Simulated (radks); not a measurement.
# Excited configurations of Ho³⁺

How tightly is the outer electron of Ho³⁺ held in higher orbitals? Ground state, ion and excited configurations are run in turn.

Method: scalar-relativistic Kohn-Sham, PBE, spin-polarised, spherical densities, point nucleus; open shells are filled with parallel spins first. Code: radks (a radial shooting solver on a logarithmic mesh, Libxc functionals) version 1.

1 further run of the same task is left out (it didn't finish).

**1. Starting point**

```
element       : holmium (Z = 67)
charge        : +3
electrons     : 64
configuration : [Xe] 4f10
```

Outer shells as boxes (Hund's rule):

Ho³⁺
```
[Xe] core
4f [↑↓][↑↓][↑↓][↑ ][↑ ][↑ ][↑ ]
```

**2. Ground configuration: [Xe] 4f10**

The run's settings:

```text
Z 67
configuration [Xe] 4f10
relativity scalar-relativistic
functional pbe,pbe
spin polarised
nucleus point
c 137.035999084
```

**3. The ion: [Xe] 4f9**

The run's settings:

```text
Z 67
configuration [Xe] 4f9
relativity scalar-relativistic
functional pbe,pbe
spin polarised
nucleus point
c 137.035999084
```

**4. Outer electron in 5d: [Xe] 4f9 5d1**

The run's settings:

```text
Z 67
configuration [Xe] 4f9 5d1
relativity scalar-relativistic
functional pbe,pbe
spin polarised
nucleus point
c 137.035999084
```

**5. Outer electron in 5f: [Xe] 4f9 5f1**

The run's settings:

```text
Z 67
configuration [Xe] 4f9 5f1
relativity scalar-relativistic
functional pbe,pbe
spin polarised
nucleus point
c 137.035999084
```

**6. Outer electron in 6s: [Xe] 4f9 6s1**

The run's settings:

```text
Z 67
configuration [Xe] 4f9 6s1
relativity scalar-relativistic
functional pbe,pbe
spin polarised
nucleus point
c 137.035999084
```

**7. Outer electron in 6p: [Xe] 4f9 6p1**

The run's settings:

```text
Z 67
configuration [Xe] 4f9 6p1
relativity scalar-relativistic
functional pbe,pbe
spin polarised
nucleus point
c 137.035999084
```

**8. Outer electron in 6d: [Xe] 4f9 6d1**

The run's settings:

```text
Z 67
configuration [Xe] 4f9 6d1
relativity scalar-relativistic
functional pbe,pbe
spin polarised
nucleus point
c 137.035999084
```

**9. Outer electron in 6f: [Xe] 4f9 6f1**

The run's settings:

```text
Z 67
configuration [Xe] 4f9 6f1
relativity scalar-relativistic
functional pbe,pbe
spin polarised
nucleus point
c 137.035999084
```

**10. Outer electron in 7s: [Xe] 4f9 7s1**

The run's settings:

```text
Z 67
configuration [Xe] 4f9 7s1
relativity scalar-relativistic
functional pbe,pbe
spin polarised
nucleus point
c 137.035999084
```

**11. Outer electron in 7f: [Xe] 4f9 7f1**

The run's settings:

```text
Z 67
configuration [Xe] 4f9 7f1
relativity scalar-relativistic
functional pbe,pbe
spin polarised
nucleus point
c 137.035999084
```

What does the calculation give? Wanted: for each run, outer orbital; excitation; binding; n*; quantum defect; <r>.

The runs gave:

| outer orbital | excitation (eV) | binding (eV) | n* | quantum defect | <r> (bohr) |
| --- | --- | --- | --- | --- | --- |
| 5d | 10.225 | 32.829 | 2.575 | 2.425 | 1.997 |
| 5f | 28.607 | 14.447 | 3.882 | 1.118 | 4.149 |
| 6s | 13.148 | 29.905 | 2.698 | 3.302 | 2.877 |
| 6p | 19.339 | 23.715 | 3.030 | 2.970 | 3.391 |
| 6d | 26.860 | 16.193 | 3.667 | 2.333 | 4.550 |
| 6f | 33.448 | 9.605 | 4.761 | 1.239 | 7.219 |
| 7s | 26.971 | 16.083 | 3.679 | 3.321 | 5.279 |
| 7f | 36.325 | 6.729 | 5.688 | 1.312 | 11.03 |

In words: Binding is E(ion) − E, and n* = 4/√(2·binding) in atomic units. The Δ-SCF energy to the ion that was run is 43.054 eV (NIST's first ionisation energy, to the ion's ground state: 42.5 eV, semi-empirical). Mean quantum defects: d 2.38, f 1.22, s 3.31, p 2.97. They fall with l, since high-l orbitals stay out of the core. Self-interaction in the functional shifts them, so they are the method's values and not measured ones. Open shells are spherical and high-spin; term and fine-structure splittings are not resolved. Spin-orbit splitting is averaged out at the scalar-relativistic level.
